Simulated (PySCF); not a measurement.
**The bond of InP, level by level, part 1 of 2**

One job finds the state of InP, follows it along the bond with each method and fits the curves.

Method: In def2-TZVPPD with ECP28, P def2-TZVPPD, scalar-relativistic core potentials; program: PySCF 2.14.0.

**1. The job**

A driver script around PySCF takes these settings:

```json
{
 "atoms": "In, P",
 "charge": "0",
 "basis": "In def2-TZVPPD with ECP28, P def2-TZVPPD",
 "Hamiltonian": "scalar-relativistic core potentials",
 "basis functions": "104",
 "electrons treated": "36",
 "masses in u": "114.9039, 30.9738",
 "levels": "PBE0, PBE, r²SCAN, TPSS, BP86, M06, BHandHLYP, TPSSh, ωB97X, HF, MP2, SCS-MP2, CCSD, CCSD(T)",
 "grid": "80 radial by 434 angular points",
 "occupations": "held fixed by the projection of orbital angular momentum",
 "dissociation limit": "In + P, each in its ground configuration",
 "starting distance in angstrom": "2.455",
 "values of 2S to try": "0, 2, 4"
}
```

Run with:

```sh
$ OMP_NUM_THREADS=2 python dia.py task.json out
```

After the search, every level is run at each distance in turn; below they are sorted by level.

**2. Search for the lowest state**

At the starting distance of 2.455 Å the search finds these solutions (others can lie among them):

```csv
2Ms+1,unpaired,term,E (eV),⟨S²⟩,⟨Lz²⟩,μ (D)
3,π ↑↑,³Σ⁻,0.00,2.01,0.00,-1.15
3,"σ ↑, π ↑",³Π,0.08,2.01,1.02,-3.10
1,"σ ↓, π ↑",not assigned,0.27,1.02,1.02,-3.18
1,π ↑↓,not assigned,0.30,1.01,2.03,-1.12
1,none,¹Σ⁺,1.31,0.00,0.00,-4.66
1,none,not assigned,1.35,0.00,2.01,-0.91
5,"σ ↑, π ↑↑↑",⁵Π,1.97,6.01,1.00,0.65
3,"σ ↓, π ↑↑↑",not assigned,2.58,3.03,1.00,0.78
3,π ↑↑,not assigned,3.09,2.02,2.02,-1.68
3,π ↑↑,not assigned,3.34,2.02,2.01,-1.73
5,"σ ↑↑, π ↑↑",⁵Σ⁻,4.06,6.00,0.00,1.03
1,"σ ↓↓, π ↑↑",not assigned,4.99,2.02,0.00,3.49
5,"σ ↑, π ↑↑, δ ↑",⁵Δ,5.46,6.01,4.00,0.81
1,"σ ↓, π ↑↑, δ ↓",not assigned,5.96,2.02,4.00,1.68
```

A term symbol stands only where ⟨S²⟩ and ⟨Lz²⟩ are near those of a pure state. A positive dipole means In(−)P(+).

Followed over a short scan are these candidates:

```csv
2Ms+1,unpaired,R at minimum (Å),energy at minimum (eV)
3,π ↑↑,2.65,0.00
3,"σ ↑, π ↑",2.44,0.21
1,π ↑↓,2.65,0.30
1,"σ ↓, π ↑",2.42,0.40
1,none,not bracketed,≤ 1.24
```

The search made 16 SCF attempts at the starting distance; with the short scans it took 70 s of wall time (2 threads of Intel Xeon Platinum 8259CL at 2.50GHz (Skylake/Cascade Lake), shared host).

**3. First curve: PBE0**

State followed: ³Σ⁻ (triplet), unpaired electrons π ↑↑. The scan is laid around 2.652 Å.

Output of the SCF at 2.652 Å:

```text
******** <class 'pyscf.dft.uks_symm.SymAdaptedUKS'> ********
method = SymAdaptedUKS
initial guess = minao
damping factor = 0
level_shift factor = 0
DIIS = <class 'pyscf.scf.diis.CDIIS'>
diis_start_cycle = 1
diis_space = 10
diis_damp = 0
SCF conv_tol = 1e-09
SCF conv_tol_grad = None
SCF max_cycles = 60
direct_scf = False
max_memory 4900 MB (current use 958 MB)
number electrons alpha = 19  beta = 17
XC library pyscf.dft.libxc version 7.0.0
    S. Lehtola, C. Steigemann, M. J.T. Oliveira, and M. A.L. Marques.,  SoftwareX 7, 1–5 (2018)
XC functionals = PBE0
    C. Adamo and V. Barone.,  J. Chem. Phys. 110, 6158 (1999)
    M. Ernzerhof and G. E. Scuseria.,  J. Chem. Phys. 110, 5029 (1999)
small_rho_cutoff = 0
Overwritten attributes  get_j get_occ get_jk get_hcore get_k  of <class 'pyscf.dft.uks_symm.SymAdaptedUKS'>
<class 'pyscf.dft.uks_symm.SymAdaptedUKS'> does not have attributes  refdm
Set gradient conv threshold to 3.16228e-05
init E= -531.322321308975
cycle= 1 E= -531.322413158235  delta_E= -9.18e-05  |g|= 0.000103  |ddm|= 0.000502
cycle= 2 E= -531.322413159996  delta_E= -1.76e-09  |g|= 0.000105  |ddm|= 0.000245
cycle= 3 E= -531.322413164412  delta_E= -4.42e-09  |g|= 7.83e-06  |ddm|= 0.000116
cycle= 4 E= -531.322413164471  delta_E= -5.96e-11  |g|= 3.15e-06  |ddm|= 1.53e-05
Extra cycle  E= -531.322413164488  delta_E= -1.69e-11  |g|= 2.81e-06  |ddm|= 1.16e-05
converged SCF energy = -531.322413164488  <S^2> = 2.0087206  2S+1 = 3.0058081
```

Points of the scan, energies from the lowest:

```csv
R (Å),E (eV),μ (D),Mulliken charge of In (e),Mayer bond order,⟨S²⟩,HOMO (eV),LUMO (eV)
2.2807,0.6080,-0.29,0.28,1.30,2.01,-5.30,-3.71
2.3868,0.2650,-0.81,0.30,1.23,2.01,-5.34,-3.48
2.4929,0.0798,-1.34,0.31,1.18,2.01,-5.35,-3.28
2.5724,0.0160,-1.74,0.32,1.15,2.01,-5.34,-3.14
2.6520,0.0000,-2.13,0.32,1.13,2.01,-5.31,-3.01
2.7316,0.0205,-2.51,0.32,1.11,2.01,-5.27,-2.89
2.8376,0.0891,-3.01,0.31,1.08,2.01,-5.21,-2.76
2.9702,0.2198,-3.59,0.31,1.05,2.01,-5.10,-2.63
3.1294,0.4143,-4.23,0.32,1.01,2.02,-4.96,-2.53
3.3415,0.6971,-4.94,0.32,0.95,2.04,-4.75,-2.47
```

Fit: Re = 2.644 Å, ωe = 256.3 cm⁻¹, ωexe = 0.822 cm⁻¹, αe = 0.000471 cm⁻¹, Be = 0.09887 cm⁻¹, De = 1.99 eV, μ = -2.09 D.

Orbitals nearest the gap at 2.652 Å:

```csv
spin,orbital,ε (eV),filled,made of
β,π,-20.99,yes,In d 100 %
β,π,-20.99,yes,In d 100 %
α,σ,-15.82,yes,P s 93 %
β,σ,-13.65,yes,"P s 87 %, In s 8 %"
α,σ,-9.57,yes,"In s 75 %, P p 19 %"
β,σ,-9.24,yes,"In s 76 %, P p 14 %, P s 10 %"
α,π,-6.84,yes,P p 92 %
α,π,-6.84,yes,P p 92 %
α,σ,-5.71,yes,"P p 55 %, In p 27 %, In s 16 %"
β,σ,-5.31,yes,"P p 52 %, In p 34 %, In s 10 %"
β,π,-3.01,no,"P p 59 %, In p 38 %"
β,π,-3.01,no,"P p 59 %, In p 38 %"
α,π,-1.74,no,In p 91 %
α,π,-1.74,no,In p 91 %
```

Polarisability there: 122.7 bohr³ along the bond, 70.1 across it.

**4. Orbitals, density and potential**

The fields below are evaluated on a grid from the run's orbitals.

Frontier orbitals at PBE0 (alpha spin), with the share of their density that lies nearest to each atom:

```csv
orbital,energy (eV),lies on
HOMO,-5.71,P2 58 %; In1 42 %
LUMO,-1.74,In1 89 %; P2 11 %
```

ELF in a plane through or near 2 of the atoms.

Values, 10 rows by 14 columns:
```
0.00 0.01 0.09 0.15 0.07 0.02 0.01 0.03 0.07 0.08 0.07 0.03 0.00 0.00
0.02 0.38 0.71 0.61 0.34 0.11 0.06 0.13 0.34 0.40 0.42 0.30 0.10 0.01
0.20 0.81 0.85 0.68 0.41 0.23 0.15 0.29 0.60 0.68 0.71 0.62 0.36 0.07
0.67 0.93 0.85 0.40 0.27 0.24 0.23 0.55 0.81 0.79 0.89 0.87 0.71 0.30
0.86 0.95 0.74 0.32 0.74 0.73 0.21 0.70 0.59 0.46 0.33 0.95 0.85 0.50
0.88 0.95 0.71 0.37 0.32 0.67 0.22 0.71 0.32 0.90 0.18 0.95 0.87 0.54
0.80 0.94 0.80 0.31 0.52 0.46 0.21 0.65 0.82 0.31 0.79 0.92 0.80 0.42
0.45 0.90 0.87 0.58 0.29 0.22 0.21 0.42 0.72 0.79 0.83 0.77 0.56 0.18
0.12 0.71 0.83 0.68 0.42 0.20 0.11 0.23 0.51 0.60 0.63 0.52 0.26 0.04
0.00 0.11 0.40 0.41 0.19 0.05 0.03 0.07 0.18 0.22 0.22 0.12 0.03 0.00
```
The map spans 7.9 Å across and 5.2 Å up, centred on the molecule. Atoms in the plane (x, y in Å): In1 (-1.3, 0.0), P2 (1.3, 0.0).

log10 of the density (e/Å³) in the same plane.

Ten even steps from '0' (-4.0) to '9' (2.9):
```
0011111111111111111111110000
0111222222222222222222211100
1122222333222222333332221110
1222333333333333333333322211
1222333343333333344433332211
2223344444444444444444333221
2233444555544444455554433221
2233445566655445555555443322
2334455677765555567655443322
2334456776765555579865543322
2334456776765555579865543322
2334455677765555567655443322
2233445566655445555555443322
2233444555544444455554433221
2223344444444444444444333221
1222333333333333344433332211
1222333333333333333333322211
1122222333222222333332221110
0111222222222222222222211100
0011111111111111111111110000
```
The map spans 7.9 Å across and 5.2 Å up, centred on the molecule. Atoms in the plane (x, y in Å): In1 (-1.3, 0.0), P2 (1.3, 0.0).

On the surface of density 0.002 e/bohr³ the electrostatic potential runs, from the 1st to the 99th percentile, from -1.05 V near P2 to 1.84 V near In1.

The spin density lies nearest to P2 93 %; In1 7 %.

Core electrons inside the core potentials are missing from the density.

**5. Excited determinants**

State 2: ³Π (triplet), unpaired electrons σ ↑, π ↑, an excited solution.

The SCF at the reference distance, 2.652 Å, printed:

```text
[... 13 set-up lines left out, the same as in an earlier log ...]
max_memory 4900 MB (current use 1040 MB)
[... 8 set-up lines left out, the same as in an earlier log ...]
init E= -531.309258152423
cycle= 1 E= -531.309384147362  delta_E= -0.000126  |g|= 0.000131  |ddm|= 0.000526
cycle= 2 E= -531.309384132317  delta_E= 1.5e-08  |g|= 0.000208  |ddm|= 0.000482
cycle= 3 E= -531.309384161432  delta_E= -2.91e-08  |g|= 3.33e-05  |ddm|= 0.000288
cycle= 4 E= -531.30938416216  delta_E= -7.28e-10  |g|= 1.24e-05  |ddm|= 6.39e-05
Extra cycle  E= -531.309384162112  delta_E= 4.81e-11  |g|= 1.98e-05  |ddm|= 5.08e-05
converged SCF energy = -531.309384162112  <S^2> = 2.0207919  2S+1 = 3.0138294
```

Re = 2.430 Å, ωe = 303 cm⁻¹, ωexe = 1.22 cm⁻¹, αe = 0.000679 cm⁻¹, Be = 0.1170 cm⁻¹, μ = -3.02 D. Its minimum lies 0.20 eV above that of the lowest state.

State 3: Ms = 0 determinant of mixed spin (⟨S²⟩ = 1.01), unpaired electrons π ↑↓, an excited solution.

The SCF at the reference distance, 2.652 Å, printed:

```text
[... 14 set-up lines left out, the same as in an earlier log ...]
number electrons alpha = 18  beta = 18
[... 7 set-up lines left out, the same as in an earlier log ...]
init E= -531.311333018062
cycle= 1 E= -531.311425720545  delta_E= -9.27e-05  |g|= 0.000106  |ddm|= 0.000496
cycle= 2 E= -531.311425721869  delta_E= -1.32e-09  |g|= 0.000109  |ddm|= 0.000253
cycle= 3 E= -531.311425726616  delta_E= -4.75e-09  |g|= 6.97e-06  |ddm|= 0.00012
cycle= 4 E= -531.311425726641  delta_E= -2.41e-11  |g|= 2.29e-06  |ddm|= 9.57e-06
Extra cycle  E= -531.31142572664  delta_E= 2.27e-13  |g|= 2.52e-06  |ddm|= 7.69e-06
converged SCF energy = -531.31142572664  <S^2> = 1.0128517  2S+1 = 2.2475335
```

Re = 2.641 Å, ωe = 258.4 cm⁻¹; the determinant mixes terms (⟨S²⟩ = 1.01, ⟨Lz²⟩ = 2.03), so these belong to no real state. Its minimum lies 0.30 eV above that of the lowest state.

State 4: Ms = 0 determinant of mixed spin (⟨S²⟩ = 1.02), unpaired electrons σ ↓, π ↑, an excited solution.

Output of the SCF at 2.652 Å:

```text
[... 22 set-up lines left out, the same as in an earlier log ...]
init E= -531.301082584095
cycle= 1 E= -531.301210895442  delta_E= -0.000128  |g|= 0.000171  |ddm|= 0.000552
cycle= 2 E= -531.301210847002  delta_E= 4.84e-08  |g|= 0.000307  |ddm|= 0.000716
cycle= 3 E= -531.301210921318  delta_E= -7.43e-08  |g|= 3.71e-05  |ddm|= 0.000453
cycle= 4 E= -531.301210922118  delta_E= -8e-10  |g|= 1.07e-05  |ddm|= 6.81e-05
Extra cycle  E= -531.301210922122  delta_E= -3.3e-12  |g|= 1.72e-05  |ddm|= 4.47e-05
converged SCF energy = -531.301210922122  <S^2> = 1.0219595  2S+1 = 2.2556236
```

Re = 2.414 Å, ωe = 315 cm⁻¹; the determinant mixes terms (⟨S²⟩ = 1.02, ⟨Lz²⟩ = 1.02), so these belong to no real state. Its minimum lies 0.40 eV above that of the lowest state.

Energy (eV) from the lowest point of the lowest state:

```csv
R (Å),lowest,state 2,state 3,state 4
2.281,0.608,0.320,0.906,0.493
2.387,0.265,0.213,0.562,0.399
2.493,0.080,0.219,0.377,0.421
2.572,0.016,0.273,0.314,0.485
2.652,0.000,0.355,0.299,0.577
2.732,0.020,0.455,0.321,0.686
2.838,0.089,0.606,0.392,0.848
2.970,0.220,0.809,0.526,1.062
3.129,0.414,1.051,0.727,1.319
3.341,0.697,1.333,1.023,1.643
```

**6. PBE (GGA)**

Log of the SCF at 2.652 Å:

```text
[... 17 set-up lines left out, the same as in an earlier log ...]
XC functionals = PBE
    J. P. Perdew, K. Burke, and M. Ernzerhof.,  Phys. Rev. Lett. 77, 3865 (1996)
    J. P. Perdew, K. Burke, and M. Ernzerhof.,  Phys. Rev. Lett. 78, 1396 (1997)
    J. P. Perdew, K. Burke, and M. Ernzerhof.,  Phys. Rev. Lett. 77, 3865 (1996)
    J. P. Perdew, K. Burke, and M. Ernzerhof.,  Phys. Rev. Lett. 78, 1396 (1997)
[... 2 set-up lines left out, the same as in an earlier log ...]
init E= -531.296377315641
cycle= 1 E= -531.298119405389  delta_E= -0.00174  |g|= 0.0276  |ddm|= 0.243
cycle= 2 E= -531.297918375443  delta_E= 0.000201  |g|= 0.0293  |ddm|= 0.0885
cycle= 3 E= -531.298347048226  delta_E= -0.000429  |g|= 0.00849  |ddm|= 0.0551
cycle= 4 E= -531.298407675274  delta_E= -6.06e-05  |g|= 0.000573  |ddm|= 0.0139
cycle= 5 E= -531.298407829929  delta_E= -1.55e-07  |g|= 0.000217  |ddm|= 0.00182
cycle= 6 E= -531.298407860131  delta_E= -3.02e-08  |g|= 7.18e-05  |ddm|= 0.000415
cycle= 7 E= -531.298407862177  delta_E= -2.05e-09  |g|= 1.11e-05  |ddm|= 9.45e-05
cycle= 8 E= -531.29840786226  delta_E= -8.28e-11  |g|= 3.01e-06  |ddm|= 2.09e-05
Extra cycle  E= -531.298407862261  delta_E= -9.09e-13  |g|= 3.43e-06  |ddm|= 1.08e-05
converged SCF energy = -531.298407862261  <S^2> = 2.0069245  2S+1 = 3.0046128
```

Re = 2.673 Å, ωe = 244.0 cm⁻¹, ωexe = 0.806 cm⁻¹, αe = 0.000473 cm⁻¹, Be = 0.09668 cm⁻¹, De = 2.12 eV, μ = -2.09 D. 41 s of CPU time for 12 points, integrals apart.

**7. r²SCAN (meta-GGA)**

Log of the SCF at 2.652 Å:

```text
[... 17 set-up lines left out, the same as in an earlier log ...]
XC functionals = R2SCAN
    J. W. Furness, A. D. Kaplan, J. Ning, J. P. Perdew, and J. Sun.,  J. Phys. Chem. Lett. 11, 8208-8215 (2020)
    J. W. Furness, A. D. Kaplan, J. Ning, J. P. Perdew, and J. Sun.,  J. Phys. Chem. Lett. 11, 9248-9248 (2020)
    J. W. Furness, A. D. Kaplan, J. Ning, J. P. Perdew, and J. Sun.,  J. Phys. Chem. Lett. 11, 8208-8215 (2020)
    J. W. Furness, A. D. Kaplan, J. Ning, J. P. Perdew, and J. Sun.,  J. Phys. Chem. Lett. 11, 9248-9248 (2020)
[... 2 set-up lines left out, the same as in an earlier log ...]
init E= -531.491684259828
cycle= 1 E= -531.492464344382  delta_E= -0.00078  |g|= 0.0108  |ddm|= 0.204
cycle= 2 E= -531.492294262467  delta_E= 0.00017  |g|= 0.0178  |ddm|= 0.054
cycle= 3 E= -531.492571322026  delta_E= -0.000277  |g|= 0.00133  |ddm|= 0.03
cycle= 4 E= -531.492571659366  delta_E= -3.37e-07  |g|= 0.000239  |ddm|= 0.0021
cycle= 5 E= -531.492571685975  delta_E= -2.66e-08  |g|= 0.000177  |ddm|= 0.00125
cycle= 6 E= -531.492571705257  delta_E= -1.93e-08  |g|= 2.24e-05  |ddm|= 0.000391
cycle= 7 E= -531.492571705588  delta_E= -3.31e-10  |g|= 1.04e-05  |ddm|= 0.000104
Extra cycle  E= -531.492571705581  delta_E= 7.62e-12  |g|= 1.21e-05  |ddm|= 4.95e-05
converged SCF energy = -531.492571705581  <S^2> = 2.0121308  2S+1 = 3.0080763
```

Re = 2.645 Å, ωe = 254.1 cm⁻¹, ωexe = 0.849 cm⁻¹, αe = 0.000479 cm⁻¹, Be = 0.09879 cm⁻¹, De = 1.99 eV, μ = -1.99 D. 51 s of CPU time for 12 points, integrals apart.

**8. TPSS**

Log of the SCF at 2.652 Å:

```text
[... 13 set-up lines left out, the same as in an earlier log ...]
max_memory 4900 MB (current use 1041 MB)
[... 3 set-up lines left out, the same as in an earlier log ...]
XC functionals = TPSS
    J. Tao, J. P. Perdew, V. N. Staroverov, and G. E. Scuseria.,  Phys. Rev. Lett. 91, 146401 (2003)
    J. P. Perdew, J. Tao, V. N. Staroverov, and G. E. Scuseria.,  J. Chem. Phys. 120, 6898 (2004)
    J. Tao, J. P. Perdew, V. N. Staroverov, and G. E. Scuseria.,  Phys. Rev. Lett. 91, 146401 (2003)
    J. P. Perdew, J. Tao, V. N. Staroverov, and G. E. Scuseria.,  J. Chem. Phys. 120, 6898 (2004)
[... 2 set-up lines left out, the same as in an earlier log ...]
init E= -531.393726037057
cycle= 1 E= -531.394693796996  delta_E= -0.000968  |g|= 0.0307  |ddm|= 0.161
cycle= 2 E= -531.394646181776  delta_E= 4.76e-05  |g|= 0.0324  |ddm|= 0.105
cycle= 3 E= -531.394953971752  delta_E= -0.000308  |g|= 0.00227  |ddm|= 0.0573
cycle= 4 E= -531.394957995728  delta_E= -4.02e-06  |g|= 0.000939  |ddm|= 0.00508
cycle= 5 E= -531.3949587638  delta_E= -7.68e-07  |g|= 0.000308  |ddm|= 0.00191
cycle= 6 E= -531.394958806372  delta_E= -4.26e-08  |g|= 7.25e-05  |ddm|= 0.000434
cycle= 7 E= -531.394958810686  delta_E= -4.31e-09  |g|= 1.95e-05  |ddm|= 0.00021
cycle= 8 E= -531.39495881123  delta_E= -5.44e-10  |g|= 4.84e-06  |ddm|= 5.23e-05
Extra cycle  E= -531.394958811216  delta_E= 1.48e-11  |g|= 6.62e-06  |ddm|= 1.77e-05
converged SCF energy = -531.394958811216  <S^2> = 2.0083212  2S+1 = 3.0055424
```

Re = 2.672 Å, ωe = 245.5 cm⁻¹, ωexe = 0.801 cm⁻¹, αe = 0.000466 cm⁻¹, Be = 0.09678 cm⁻¹, De = 2.09 eV, μ = -2.16 D.

**9. BP86 (GGA)**

Output of the SCF at 2.652 Å:

```text
[... 17 set-up lines left out, the same as in an earlier log ...]
XC functionals = B88,P86
    A. D. Becke.,  Phys. Rev. A 38, 3098 (1988)
    J. P. Perdew.,  Phys. Rev. B 33, 8822 (1986)
[... 2 set-up lines left out, the same as in an earlier log ...]
init E= -531.601249497798
cycle= 1 E= -531.603533431091  delta_E= -0.00228  |g|= 0.0296  |ddm|= 0.284
cycle= 2 E= -531.603160764253  delta_E= 0.000373  |g|= 0.0333  |ddm|= 0.101
cycle= 3 E= -531.603819737628  delta_E= -0.000659  |g|= 0.0115  |ddm|= 0.0649
cycle= 4 E= -531.603922281976  delta_E= -0.000103  |g|= 0.000856  |ddm|= 0.0188
cycle= 5 E= -531.603922791627  delta_E= -5.1e-07  |g|= 0.000361  |ddm|= 0.0027
cycle= 6 E= -531.603922925739  delta_E= -1.34e-07  |g|= 0.000102  |ddm|= 0.000715
cycle= 7 E= -531.603922929872  delta_E= -4.13e-09  |g|= 1.78e-05  |ddm|= 0.000154
cycle= 8 E= -531.603922930053  delta_E= -1.81e-10  |g|= 2.41e-06  |ddm|= 3.99e-05
Extra cycle  E= -531.60392293005  delta_E= 2.5e-12  |g|= 3.42e-06  |ddm|= 1.05e-05
converged SCF energy = -531.60392293005  <S^2> = 2.0061209  2S+1 = 3.0040778
```

Re = 2.675 Å, ωe = 243.0 cm⁻¹, ωexe = 0.806 cm⁻¹, αe = 0.000475 cm⁻¹, Be = 0.09658 cm⁻¹, De = 2.13 eV, μ = -2.08 D.

**10. M06 (hybrid meta-GGA)**

Log of the SCF at 2.652 Å:

```text
[... 17 set-up lines left out, the same as in an earlier log ...]
XC functionals = M06
    Y. Zhao and D. G. Truhlar.,  Theor. Chem. Acc. 120, 215 (2008)
    Y. Zhao and D. G. Truhlar.,  Theor. Chem. Acc. 120, 215 (2008)
[... 2 set-up lines left out, the same as in an earlier log ...]
init E= -531.499607362369
cycle= 1 E= -531.50269420291  delta_E= -0.00309  |g|= 0.0189  |ddm|= 0.425
cycle= 2 E= -531.502683700113  delta_E= 1.05e-05  |g|= 0.0205  |ddm|= 0.0739
cycle= 3 E= -531.502933546866  delta_E= -0.00025  |g|= 0.00294  |ddm|= 0.0349
cycle= 4 E= -531.502938991313  delta_E= -5.44e-06  |g|= 0.0015  |ddm|= 0.00693
cycle= 5 E= -531.50294044996  delta_E= -1.46e-06  |g|= 0.000392  |ddm|= 0.00465
cycle= 6 E= -531.502940598966  delta_E= -1.49e-07  |g|= 7.96e-05  |ddm|= 0.00122
cycle= 7 E= -531.502940603068  delta_E= -4.1e-09  |g|= 2.04e-05  |ddm|= 0.000265
cycle= 8 E= -531.502940603445  delta_E= -3.77e-10  |g|= 6.53e-06  |ddm|= 6.9e-05
Extra cycle  E= -531.502940603447  delta_E= -2.27e-12  |g|= 6.61e-06  |ddm|= 2.41e-05
converged SCF energy = -531.502940603447  <S^2> = 2.0079623  2S+1 = 3.0053035
```

Re = 2.659 Å, ωe = 254.5 cm⁻¹, ωexe = 0.882 cm⁻¹, αe = 0.000483 cm⁻¹, Be = 0.09771 cm⁻¹, De = 2.22 eV, μ = -2.24 D. 71 s of CPU time for 12 points, integrals apart.

**11. BHandHLYP**

The SCF at the reference distance, 2.652 Å, printed:

```text
[... 17 set-up lines left out, the same as in an earlier log ...]
XC functionals = BHANDHLYP
    A. D. Becke.,  J. Chem. Phys. 98, 1372 (1993)
    Defined through Gaussian implementation.
[... 2 set-up lines left out, the same as in an earlier log ...]
init E= -531.374651347176
cycle= 1 E= -531.375874423117  delta_E= -0.00122  |g|= 0.0174  |ddm|= 0.151
cycle= 2 E= -531.375939883161  delta_E= -6.55e-05  |g|= 0.00942  |ddm|= 0.058
cycle= 3 E= -531.375965637559  delta_E= -2.58e-05  |g|= 0.000925  |ddm|= 0.014
cycle= 4 E= -531.375966366523  delta_E= -7.29e-07  |g|= 0.000359  |ddm|= 0.00407
cycle= 5 E= -531.375966456567  delta_E= -9e-08  |g|= 7.86e-05  |ddm|= 0.000569
cycle= 6 E= -531.375966476633  delta_E= -2.01e-08  |g|= 2.41e-05  |ddm|= 0.000368
cycle= 7 E= -531.375966478144  delta_E= -1.51e-09  |g|= 1.22e-05  |ddm|= 0.00012
cycle= 8 E= -531.375966478284  delta_E= -1.4e-10  |g|= 2.87e-06  |ddm|= 2.2e-05
Extra cycle  E= -531.375966478289  delta_E= -5.34e-12  |g|= 1.55e-06  |ddm|= 6.34e-06
converged SCF energy = -531.375966478289  <S^2> = 2.0082253  2S+1 = 3.0054785
```

Re = 2.646 Å, ωe = 257.6 cm⁻¹, ωexe = 0.825 cm⁻¹, αe = 0.000470 cm⁻¹, Be = 0.09866 cm⁻¹, De = 1.83 eV, μ = -2.20 D.

**12. TPSSh**

Output of the SCF at 2.652 Å:

```text
[... 13 set-up lines left out, the same as in an earlier log ...]
max_memory 4900 MB (current use 1042 MB)
[... 3 set-up lines left out, the same as in an earlier log ...]
XC functionals = TPSSH
    V. N. Staroverov, G. E. Scuseria, J. Tao, and J. P. Perdew.,  J. Chem. Phys. 119, 12129 (2003)
[... 2 set-up lines left out, the same as in an earlier log ...]
init E= -531.395027458318
cycle= 1 E= -531.395454114114  delta_E= -0.000427  |g|= 0.0191  |ddm|= 0.103
cycle= 2 E= -531.39543271827  delta_E= 2.14e-05  |g|= 0.0197  |ddm|= 0.068
cycle= 3 E= -531.395559164483  delta_E= -0.000126  |g|= 0.00181  |ddm|= 0.0348
cycle= 4 E= -531.395562171127  delta_E= -3.01e-06  |g|= 0.000552  |ddm|= 0.00384
cycle= 5 E= -531.395562420341  delta_E= -2.49e-07  |g|= 0.000187  |ddm|= 0.00118
cycle= 6 E= -531.395562443624  delta_E= -2.33e-08  |g|= 4.75e-05  |ddm|= 0.000299
cycle= 7 E= -531.395562446104  delta_E= -2.48e-09  |g|= 1.73e-05  |ddm|= 0.000137
cycle= 8 E= -531.395562446579  delta_E= -4.75e-10  |g|= 4.25e-06  |ddm|= 5.29e-05
Extra cycle  E= -531.395562446601  delta_E= -2.23e-11  |g|= 2.61e-06  |ddm|= 1.24e-05
converged SCF energy = -531.395562446601  <S^2> = 2.0088999  2S+1 = 3.0059274
```

Re = 2.660 Å, ωe = 250.2 cm⁻¹, ωexe = 0.807 cm⁻¹, αe = 0.000466 cm⁻¹, Be = 0.09764 cm⁻¹, De = 2.04 eV, μ = -2.15 D.

(Continued in part 2 of 2.)
